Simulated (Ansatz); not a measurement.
# Cl3FH3HfN: the cost of one run

Method: RKS BHLYP-D4/def2-SVP, in Ansatz 0.2.0.

## Step 1: The starting structure

Bond lengths: Hf1–N2 2.560 Å, N2–H3 1.060 Å, N2–H4 1.060 Å, Hf1–Cl5 2.520 Å, Hf1–Cl6 2.518 Å, Hf1–Cl7 2.518 Å, Hf1–F8 2.280 Å, Hf1–H9 2.405 Å. Angles (14 of 18 angles, heavy atoms first): N2–Hf1–Cl5 109.5°, N2–Hf1–Cl6 109.5°, N2–Hf1–Cl7 109.5°, N2–Hf1–F8 71.6°, Cl5–Hf1–Cl6 109.5°, Cl5–Hf1–Cl7 109.5°, Cl5–Hf1–F8 67.2°, Cl6–Hf1–Cl7 109.5°, Cl6–Hf1–F8 176.6°, Cl7–Hf1–F8 72.8°, Hf1–N2–H3 120.0°, Hf1–N2–H4 120.0°, N2–Hf1–H9 36.3°, Cl5–Hf1–H9 87.8°.

Coordinates:

```xyz
9

Hf    0.0000    0.0000    0.0000
N     0.0000    0.0000    2.5600
H    -0.8770   -0.2713    3.0900
H     0.8770    0.2713    3.0900
Cl    2.3764    0.0000   -0.8392
Cl   -1.1869    2.0563   -0.8392
Cl   -1.1869   -2.0563   -0.8392
F     1.1900   -1.8071    0.7189
H     0.7837   -1.1901    1.9368
```

## Step 2: A restrained relaxation towards end A

Springs on the bonds that form and break draw the guess towards this end; the thresholds are loose.

The input, input.yaml:

```yaml
crystal:
  periodic: [false, false, false]
  atoms:
    - { symbol: Hf, position_ang: [0.0, 0.0, 0.0] }
    - { symbol: "N", position_ang: [0.0, 0.0, 2.56] }
    - { symbol: H, position_ang: [-0.877, -0.2713, 3.09] }
    - { symbol: H, position_ang: [0.877, 0.2713, 3.09] }
    - { symbol: Cl, position_ang: [2.3764, 0.0, -0.8392] }
    - { symbol: Cl, position_ang: [-1.1869, 2.0563, -0.8392] }
    - { symbol: Cl, position_ang: [-1.1869, -2.0563, -0.8392] }
    - { symbol: F, position_ang: [1.19, -1.8071, 0.7189] }
    - { symbol: H, position_ang: [0.7837, -1.1901, 1.9368] }
basis:
  gaussian: { orbitals: def2-SVP }
hamiltonian:
  xc: { name: BHLYP }
  dispersion: d4
relax:
  f_tol: 0.15
  max_steps: 25
  restrain:
    - { distance: [0, 7], at: 3.18, k: 30.0 }
    - { distance: [8, 1], at: 2.26, k: 30.0 }
    - { distance: [0, 1], at: 2.21, k: 30.0 }
    - { distance: [8, 7], at: 0.92, k: 30.0 }
output:
  orbitals: {}
```

On the command line:

```console
> ansatz run input.yaml --threads 4 --pin off --max-ram 5120MiB --backend cpu --events-out ev --progress --plain --runs-dir out
```

Q: Estimate wall time and peak memory on 4 threads of Arm Neoverse V2, shared host.

About 24 s, with a peak of 0.36 GiB.
